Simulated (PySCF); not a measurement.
# C6H14Si2: geometry, NMR shifts, electronic excitations and core binding energies

Wanted: the NMR shifts, electronic excitations and core binding energies of C6H14Si2 (`[SiH3]/C=C(/[SiH3])C1CCC1`), by calculation.

The runs use PySCF 2.14.0, with density-fitted response routines of our own; the level of theory stands in each step. All values are computed, except where a source is named. Atoms count from 0, in the outputs and in this text.

**1. The starting structure**

22 atoms, charge 0, multiplicity 1; geometry from: GFN2-xTB.

Bonds of the start (Å): Si0–C1 1.88, C1–C2 1.34, C2–Si3 1.90, C2–C4 1.49, C4–C5 1.54, C5–C6 1.54, C6–C7 1.53, C7–C4 1.55, Si0–H8 1.47, Si0–H9 1.47, Si0–H10 1.46, C1–H11 1.09, Si3–H12 1.47, Si3–H13 1.46, Si3–H14 1.46, C4–H15 1.09, C5–H16 1.09, C5–H17 1.09, C6–H18 1.09, C6–H19 1.09, C7–H20 1.09, C7–H21 1.09.

**2. Optimising the geometry at PBE0-D3(BJ)/def2-SVP**

The job: settings as JSON, then the geometry in Å.

```
{"job": {"xc": "PBE0", "basis": "def2-SVP", "d3": "d3bj", "grid": 1, "kind": "geom"}, "charge": 0, "multiplicity": 1}
Si     3.004947    -0.903622     0.167939
C      1.895319     0.608558     0.329237
C      0.574889     0.682862     0.131251
Si    -0.317027     2.340605     0.353184
C     -0.215701    -0.523357    -0.253391
C     -1.338279    -0.338578    -1.295584
C     -2.362374    -0.906974    -0.303262
C     -1.274403    -0.979372     0.776859
H      2.562807    -1.979930     1.061195
H      3.018396    -1.404603    -1.211235
H      4.362535    -0.502949     0.543781
H      2.401828     1.519774     0.630895
H     -0.265187     3.095003    -0.904908
H      0.367093     3.100931     1.401541
H     -1.719582     2.164608     0.737753
H      0.463183    -1.336214    -0.521897
H     -1.514346     0.700935    -1.564454
H     -1.206754    -0.916627    -2.208360
H     -2.759131    -1.878517    -0.591029
H     -3.194881    -0.245187    -0.072589
H     -1.413083    -0.271819     1.591849
H     -1.101478    -1.967390     1.198675
```

Standard output:

```text
step   0  E = -815.11660855  max force = 0.011108
step   1  E = -815.12034303  max force = 0.002170
step   2  E = -815.12048240  max force = 0.000799
step   3  E = -815.12060625  max force = 0.001963
step   4  E = -815.12074335  max force = 0.002006
step   5  E = -815.12098730  max force = 0.001649
step   6  E = -815.12119723  max force = 0.001627
step   7  E = -815.12138700  max force = 0.002429
step   8  E = -815.12172244  max force = 0.001272
step   9  E = -815.12186832  max force = 0.000905
step  10  E = -815.12213813  max force = 0.001911
step  11  E = -815.12228346  max force = 0.002358
step  12  E = -815.12237016  max force = 0.001451
step  13  E = -815.12239871  max force = 0.000421
step  14  E = -815.12240098  max force = 0.000151
optimisation converged
```

Wall time 4.9 min (1 thread, shared host).

The steps of the relaxation:

```tsv
step	energy from step 0 (eV)	largest force component (eV/Å)
0	0.0000	0.5712
1	-0.1016	0.1116
2	-0.1054	0.0411
3	-0.1088	0.1009
4	-0.1125	0.1032
5	-0.1192	0.0848
6	-0.1249	0.0837
7	-0.1300	0.1249
8	-0.1392	0.0654
9	-0.1431	0.0465
10	-0.1505	0.0983
11	-0.1544	0.1213
12	-0.1568	0.0746
13	-0.1576	0.0216
14	-0.1576	0.0078
```

Close pairs (by a distance rule), those that changed most:

```tsv
bond	before (Å)	after (Å)	change (Å)
Si3–H14	1.465	1.497	+0.032
Si0–H8	1.467	1.497	+0.030
Si0–H9	1.467	1.497	+0.030
Si0–H10	1.465	1.494	+0.030
Si3–H12	1.468	1.497	+0.029
Si3–H13	1.465	1.493	+0.029
C5–H16	1.088	1.103	+0.015
C1–C2	1.337	1.351	+0.013
```

The final coordinates are the input of the step that follows.

```tsv
at the end point	value
point group (found at 0.08 Å tolerance)	C1
rotational constants (GHz, main isotopes)	1.541, 1.019, 0.684
dipole moment (D)	0.77
```

**3. NMR shieldings: PBE0/pcSseg-1**

The job: settings as JSON, then the geometry in Å.

```
{"job": {"kind": "nmr", "xc": "PBE0", "basis": "pcSseg-1"}, "charge": 0, "multiplicity": 1}
Si     2.733688    -1.178268     0.418063
C      1.820966     0.461708     0.539947
C      0.512333     0.651130     0.264989
Si    -0.195265     2.395402     0.417029
C     -0.387387    -0.475783    -0.146647
C     -1.550425    -0.254961    -1.142719
C     -2.393723    -1.245820    -0.321104
C     -1.441501    -1.002134     0.862530
H      2.127512    -2.217996     1.308060
H      2.722946    -1.714773    -0.979806
H      4.154181    -0.971382     0.832248
H      2.412522     1.326309     0.870237
H     -0.512498     2.969400    -0.928468
H      0.819366     3.263429     1.085315
H     -1.461957     2.414545     1.215062
H      0.218105    -1.330302    -0.497667
H     -1.954600     0.768244    -1.069444
H     -1.359341    -0.471234    -2.204475
H     -2.303142    -2.272077    -0.709240
H     -3.461099    -1.021783    -0.179403
H     -1.802811    -0.189796     1.512379
H     -1.149289    -1.852215     1.496801
```

Method: GIAO PBE0/pcSseg-1 NMR shielding, non-relativistic, gas phase.

Standard output:

```text
coarse grid: 18448 points
cycle   1  E = -815.3099463584  dE =  5.493e-01  |g| = 3.724e-01  |ddm| = 4.169e+00
cycle   2  E = -815.3014476496  dE =  8.499e-03  |g| = 4.165e-01  |ddm| = 7.838e-01
cycle   3  E = -815.3483419798  dE = -4.689e-02  |g| = 4.180e-02  |ddm| = 4.736e-01
cycle   4  E = -815.3486478937  dE = -3.059e-04  |g| = 2.454e-02  |ddm| = 7.484e-02
cycle   5  E = -815.3487725428  dE = -1.246e-04  |g| = 1.025e-02  |ddm| = 3.298e-02
cycle   6  E = -815.3487984996  dE = -2.596e-05  |g| = 2.316e-03  |ddm| = 1.047e-02
cycle   7  E = -815.3487998267  dE = -1.327e-06  |g| = 2.711e-04  |ddm| = 2.066e-03
final grid: 166312 points
cycle   8  E = -815.3975556656  dE = -3.700e-05  |g| = 7.565e-03  |ddm| = 4.007e-02
cycle   9  E = -815.3975460195  dE =  9.646e-06  |g| = 9.655e-03  |ddm| = 1.726e-02
cycle  10  E = -815.3975707828  dE = -2.476e-05  |g| = 1.087e-03  |ddm| = 1.040e-02
cycle  11  E = -815.3975710420  dE = -2.592e-07  |g| = 3.985e-04  |ddm| = 1.415e-03
cycle  12  E = -815.3975710823  dE = -4.029e-08  |g| = 6.243e-05  |ddm| = 3.658e-04
cycle  13  E = -815.3975710830  dE = -7.449e-10  |g| = 2.637e-05  |ddm| = 8.188e-05
converged SCF energy = -815.3975710830

GIAO shielding tensors (ppm)
atom      isotropic    diamagn.    paramagn.     s11        s22        s33       span
  0 Si     439.371     880.227    -440.856    416.547    432.242    469.324     52.777
  1 C       42.210     257.337    -215.128    -72.816     47.104    152.341    225.157
  2 C       10.117     258.266    -248.149   -108.571    -14.926    153.849    262.420
  3 Si     420.416     881.179    -460.764    360.700    435.043    465.503    104.803
  4 C      138.303     247.614    -109.311    117.375    139.642    157.892     40.516
  5 C      153.488     249.590     -96.102    140.566    149.743    170.156     29.590
  6 C      163.833     254.850     -91.017    151.568    166.007    173.926     22.358
  7 C      154.378     250.451     -96.073    136.459    152.807    173.869     37.410
  8 H       27.068      29.512      -2.444     23.442     26.733     31.029      7.587
  9 H       26.923      29.390      -2.467     23.540     26.112     31.118      7.578
 10 H       27.360      28.097      -0.737     24.136     25.450     32.495      8.359
 11 H       24.750      31.791      -7.041     22.341     22.993     28.917      6.576
 12 H       26.924      29.441      -2.517     23.583     25.863     31.326      7.743
 13 H       27.366      29.343      -1.977     24.034     26.162     31.902      7.868
 14 H       26.664      29.695      -3.031     22.985     26.549     30.458      7.473
 15 H       28.170      35.394      -7.223     24.124     27.711     32.676      8.552
 16 H       29.164      32.409      -3.246     25.761     28.929     32.800      7.039
 17 H       29.237      31.138      -1.901     25.898     26.235     35.579      9.682
 18 H       29.368      30.886      -1.517     26.167     27.185     34.754      8.587
 19 H       29.555      29.568      -0.013     25.325     26.664     36.677     11.352
 20 H       29.234      32.477      -3.242     26.655     28.634     32.414      5.759
 21 H       29.229      31.523      -2.294     25.423     26.961     35.304      9.881
```

Run time: 40 s. Hardware: 1 thread, shared host.

The references, computed at this level on geometries of the same kind, shield at (ppm): ¹H TMS 31.27, ¹³C TMS 184.4, ²⁹Si TMS 352.0. Their shielding less the atom's gives the shift. The references are single molecules in the gas phase. Atoms listed in one row are averaged.

```tsv
atoms	environment	σ (ppm)	δ (ppm)	δ scaled to CDCl3
C2	fully substituted alkene carbon	10.1	174.3	168.7
C1	alkene CH	42.2	142.2	137.6
C4	allylic sp3 CH	138.3	46.1	44.3
C5, C7	sp3 CH2 in a ring	153.9	30.5	29.1
C6	sp3 CH2 in a ring	163.8	20.6	19.5
H11	hydrogen on an alkene CH	24.75	6.52	6.39
H12, H13, H14	hydrogen on a silicon bonded to C	26.98	4.28	–
H8, H9, H10	hydrogen on a silicon bonded to C	27.12	4.15	–
H15	hydrogen on an allylic sp3 CH	28.17	3.10	3.15
H16, H20	hydrogen on an sp3 CH2 in a ring	29.20	2.07	2.18
H17, H21	hydrogen on an sp3 CH2 in a ring	29.23	2.03	2.14
H18	hydrogen on an sp3 CH2 in a ring	29.37	1.90	2.02
H19	hydrogen on an sp3 CH2 in a ring	29.56	1.71	1.84
Si3	silicon bonded to C, 3 H	420.4	-68.4	–
Si0	silicon bonded to C, 3 H	439.4	-87.4	–
```

The scaled column applies a straight-line fit of computed shieldings to shifts measured in CDCl3 (root-mean-square error 0.21 ppm for H, 2.0 ppm for C).

The run also stored atomic charges by several schemes (e):

```tsv
atoms	Mulliken	IAO	Hirshfeld	ESP fit
Si0	0.48	0.56	0.30	0.29
C1	-0.35	-0.42	-0.14	-0.19
C2	-0.31	-0.22	-0.07	-0.37
Si3	0.50	0.56	0.30	0.34
C4	-0.36	-0.11	-0.03	0.37
C5, C7	-0.15	-0.25	-0.07	-0.19
C6	-0.23	-0.26	-0.07	-0.13
```

Mayer bond orders: Si0–C1 0.89, C1–C2 1.91, C2–Si3 0.87, C2–C4 0.98, C4–C5 1.00, C5–C6 1.02, C6–C7 1.02, C7–C4 0.98.

**4. Excited states and response: PBE0/def2-SVPD**

Settings changed since step 3:

```diff
@@ -1,2 +1,2 @@
-{"job": {"kind": "nmr", "xc": "PBE0", "basis": "pcSseg-1"}, "charge": 0, "multiplicity": 1}
+{"job": {"kind": "uv", "xc": "PBE0", "basis": "def2-SVPD", "ip": true}, "charge": 0, "multiplicity": 1}
 Si     2.733688    -1.178268     0.418063
```

Level: TDDFT PBE0/def2-SVPD, vertical, gas phase, core orbitals frozen in the response.

Standard output:

```text
coarse grid: 18448 points
cycle   1  E = -814.9708552765  dE =  4.867e-01  |g| = 3.555e-01  |ddm| = 7.416e+00
cycle   2  E = -814.9626265448  dE =  8.229e-03  |g| = 3.980e-01  |ddm| = 1.719e+00
cycle   3  E = -815.0071656285  dE = -4.454e-02  |g| = 4.227e-02  |ddm| = 9.176e-01
cycle   4  E = -815.0074885042  dE = -3.229e-04  |g| = 2.753e-02  |ddm| = 2.157e-01
cycle   5  E = -815.0076660924  dE = -1.776e-04  |g| = 8.960e-03  |ddm| = 7.641e-02
cycle   6  E = -815.0076864210  dE = -2.033e-05  |g| = 2.429e-03  |ddm| = 2.322e-02
cycle   7  E = -815.0076879353  dE = -1.514e-06  |g| = 3.300e-04  |ddm| = 5.440e-03
final grid: 166312 points
cycle   8  E = -815.1165420373  dE = -4.603e-05  |g| = 7.270e-03  |ddm| = 2.726e-01
cycle   9  E = -815.1165326997  dE =  9.338e-06  |g| = 9.324e-03  |ddm| = 3.966e-02
cycle  10  E = -815.1165564603  dE = -2.376e-05  |g| = 1.063e-03  |ddm| = 2.333e-02
cycle  11  E = -815.1165567329  dE = -2.726e-07  |g| = 3.297e-04  |ddm| = 3.011e-03
cycle  12  E = -815.1165567611  dE = -2.812e-08  |g| = 7.402e-05  |ddm| = 1.015e-03
cycle  13  E = -815.1165567623  dE = -1.269e-09  |g| = 2.577e-05  |ddm| = 2.639e-04
cycle  14  E = -815.1165567625  dE = -1.592e-10  |g| = 2.136e-06  |ddm| = 7.236e-05
converged SCF energy = -815.1165567625

Static polarisability (au): isotropic 128.680, principal 103.128 128.706 154.207

Singlet excitations
state   eV       nm        f      main configurations
  1   5.5654    222.8   0.00030   H-1->L 0.97
  2   5.9183    209.5   0.36661   H->L 0.95
  3   6.5649    188.9   0.00327   H-2->L 0.93
  4   6.7960    182.4   0.00384   H->L+1 0.91
  5   7.0109    176.8   0.00765   H-4->L 0.73, H-3->L 0.14
  6   7.0811    175.1   0.05052   H-3->L 0.83, H-4->L 0.13
  7   7.1858    172.5   0.00152   H->L+2 0.80
  8   7.2645    170.7   0.00257   H->L+4 0.53, H->L+3 0.31
  9   7.3290    169.2   0.00597   H->L+5 0.39, H->L+3 0.28, H->L+4 0.27
 10   7.3485    168.7   0.00219   H-6->L 0.48, H-5->L 0.36, H-7->L 0.09

Triplet excitations (Tamm-Dancoff, eV): 3.7456 4.9966 6.3430 6.6843
Vertical ionisation energy (delta-SCF) = 9.1222 eV
```

Run time: 4.7 min. Hardware: 1 thread, shared host.

Frontier orbitals and where they lie:

```tsv
orbital	eV	atoms
HOMO−3	-9.08	C5 20 %, C7 20 %, C6 17 %
HOMO−2	-8.82	C4 20 %, C6 17 %, C5 15 %
HOMO−1	-8.12	C2 20 %, C1 17 %, Si3 15 %
HOMO	-7.51	C1 32 %, C2 26 %, C4 7 %
LUMO	-1.01	C1 30 %, C2 28 %, Si0 13 %
LUMO+1	0.39	Si3 20 %, Si0 19 %, C1 7 %
LUMO+2	0.76	Si3 18 %, Si0 12 %, H15 7 %
```

With each of the 10 states as a Gaussian band of 0.4 eV half-width at 1/e, the curve within the window shown has maxima at 209 nm (ε 15,000), 175 nm (ε 2,800) L/(mol cm). Beyond the last state computed it falls off for lack of states. The curve at chosen wavelengths:

```tsv
nm	ε (L/mol/cm)
162	535
165	1098
169	2058
172	2632
176	2800
179	2475
183	1842
186	1601
190	2122
193	3421
197	6418
200	9261
204	12785
207	14442
211	14671
214	13424
218	10566
221	8130
225	5193
228	3468
232	1868
235	1112
239	522
242	283
246	119
249	60
```

Further results of this job:

```tsv
property	computed
dipole moment (D)	0.79
polarisability (Å³)	19.07
HOMO–LUMO gap (eV)	6.50
−ε(HOMO) (eV)	7.51
```

(Part 1 of 2 ends here.)
